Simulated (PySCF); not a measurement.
Runs of PySCF 2.14.0 on Cl2GaH. The cell holds a molecule in a box, 4 atoms: a = 12.000 Å, b = 13.000 Å, c = 11.000 Å, α = 90.00°, β = 90.00°, γ = 90.00°. 

```csv
task,level,frozen core bands,conv_tol,exxdiv,grid for exchange and correlation,three-body dispersion term,gap on the mesh (eV)
excitation energies (Tamm-Dancoff),PBE0,19,1e-08 Ha,ewald,"Becke, atom-centred",-,7.43
atomic charges,SVWN5,-,1e-07 Ha,-,"Becke, atom-centred",-,5.10
atomic charges,HSE06+D3(BJ),-,1e-07 Ha,ewald,"Becke, atom-centred",no,(b)
MP2 correlation energy,HF,19,1e-08 Ha,ewald,-,-,13.48
atomic charges,SCAN+D3,-,1e-07 Ha,-,"Becke, atom-centred",no,(a)
```

Alike in all rows: potentials or basis def2-svp (all-electron); no spin polarisation; cell as given; k mesh 1 × 1 × 1; smearing fixed.

Problem. Fill in the values left out.

Solution. (a) 5.84; (b) 6.63.

Caveats: this is a molecule in a periodic box at the Γ point, so its band gap is the HOMO-LUMO gap; relativity is left out, which matters for the heavier elements; the basis of atomic orbitals isn't converged, which shifts pressures, moduli and gaps; the basis is small and the box finite, so much correlation energy is missing and levels can be off by tenths of an eV (some runs); the iterative solver can pass over a root and still report convergence (some runs); this program's HSE differs a little from the usual definition (some runs).

A k mesh can miss the band edges, and the runs leave out spin-orbit coupling on Ga.

Runs at the PBE level aren't shown here.
